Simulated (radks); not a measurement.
**Fractional charge and spin in the 5p shell of terbium**

An exercise on one series of results from a longer session: the logs are not shown, and one member is left open.

Method: scalar-relativistic Kohn-Sham, PBE, spin-polarised, spherical densities, finite nucleus. Code: radks (a radial shooting solver on a logarithmic mesh, Libxc functionals) version 1.

**Starting point**

```
element            : terbium (Z = 65)
configuration      : [Kr] 4d10 4f(up 4, down 4) 5s2 5p(up 3, down 3)
nuclear rms radius : 5.06 fm
```

A shell typed twice in an input gives spin up, then spin down.

Set-up of the first run:

Settings of this run:

```text
Z 65
configuration [Kr] 4d10 4f4 4f4 5s2 5p3 5p3
relativity scalar-relativistic
functional pbe,pbe
spin polarised
nucleus finite rms 5.06 fm
c 137.035999084
```

Steps of the session up to this table: 5p: up 3, down 3.

One of the session's tables, all rows but one given; the rest of the session is left out.

It belongs to the step «5p: up 3, down 3». Sizes of the orbitals, from the radial functions (bohr):

| level | <r> | outermost maximum (interpolated) | 90 % within | nodes |
| --- | --- | --- | --- | --- |
| 3p | 0.2381 | 0.216 | 0.356 | 1 |
| 3d | 0.2165 | 0.176 | 0.337 | 0 |
| 4s | 0.5409 | 0.505 | 0.777 | 3 |
| 4p | 0.5727 | 0.527 | 0.833 | 2 |
| 4d | 0.6215 | 0.546 | 0.934 | 1 |
| 5s | ? | ? | ? | ? |
| 5p | 1.503 | 1.32 | 2.19 | 3 |
| 4f | 0.8276 | 0.550 | 1.41 | 0 |

Q: Estimate the row for 5s from the others.

As computed: <r>: 1.298; outermost maximum (interpolated): 1.17; 90 % within: 1.86; nodes: 4. In the column «<r>» it lies between 4f (0.8276) and 5p (1.503).
